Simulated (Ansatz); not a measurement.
# ZrBrF3: how energies converge with the basis set

How large a basis does ZrBrF3 need? Two functionals are run in growing sets.

Program: Ansatz 0.2.0, Gaussian basis. Level of theory: one geometry, several basis sets. These are calculated values, not measurements.

Plan: PBE0-D4/def2-SVP; ωB97M-V/def2-SVP; PBE0-D4/def2-QZVPP; ωB97M-V/def2-QZVPP; the functionals' def2-TZVPP values are taken from earlier runs.

## Step 1: The relaxed structure

All runs share one geometry, relaxed beforehand with PBE0-D4 in a triple-zeta def2 set. Zr takes the def2 core potential; no spin-orbit term is included.

SMILES `[F][Zr]([F])([F])[Br]`, 5 atoms, charge 0, spin multiplicity 1.

Atoms are counted from 1 here; the program's logs count them from 0.

Bond lengths: F1–Zr2 1.886 Å, Zr2–F3 1.886 Å, Zr2–F4 1.886 Å, Zr2–Br5 2.497 Å. Angles: F1–Zr2–F3 108.9°, F1–Zr2–F4 108.9°, F1–Zr2–Br5 110.0°, F3–Zr2–F4 108.9°, F3–Zr2–Br5 110.0°, F4–Zr2–Br5 110.0°.

## Step 2: PBE0-D4 in def2-SVP

in.yaml reads:

```yaml
crystal:
  periodic: [false, false, false]
  atoms:
    - {symbol: F, position_ang: [-0.833463, -0.376914, 1.686002]}
    - {symbol: Zr, position_ang: [0.009752, -0.123398, 0.018412]}
    - {symbol: F, position_ang: [1.779598, -0.765728, 0.124450]}
    - {symbol: F, position_ang: [-0.920618, -1.108644, -1.293033]}
    - {symbol: Br, position_ang: [0.014531, 2.301085, -0.577332]}
basis:
  gaussian: {orbitals: def2-SVP}
hamiltonian: {xc: pbe0, dispersion: d4}
output: {orbitals: {seedname: orbitals}}
```

Launch:

```bash
$ ansatz run in.yaml --threads 4 --pin off --events-out ev --progress --plain --max-ram 10444MiB
```

After this run come: ωB97M-V in def2-SVP; PBE0-D4 in def2-QZVPP; ωB97M-V in def2-QZVPP.

Q: Predict the results of all the runs planned. Wanted: PBE0-D4: double and triple zeta above quadruple; ωB97M-V: double and triple zeta above quadruple.

**Answer**, as computed:

| quantity | value |
| --- | --- |
| PBE0-D4: double and triple zeta above quadruple | 20.86, 1.96 eV |
| ωB97M-V: double and triple zeta above quadruple | 20.93, 1.88 eV |

In words: For PBE0-D4 the step from double to triple zeta gains 18.90 eV and the next only 1.96 eV. Total energies overstate the basis error of differences, where much of it tends to cancel.
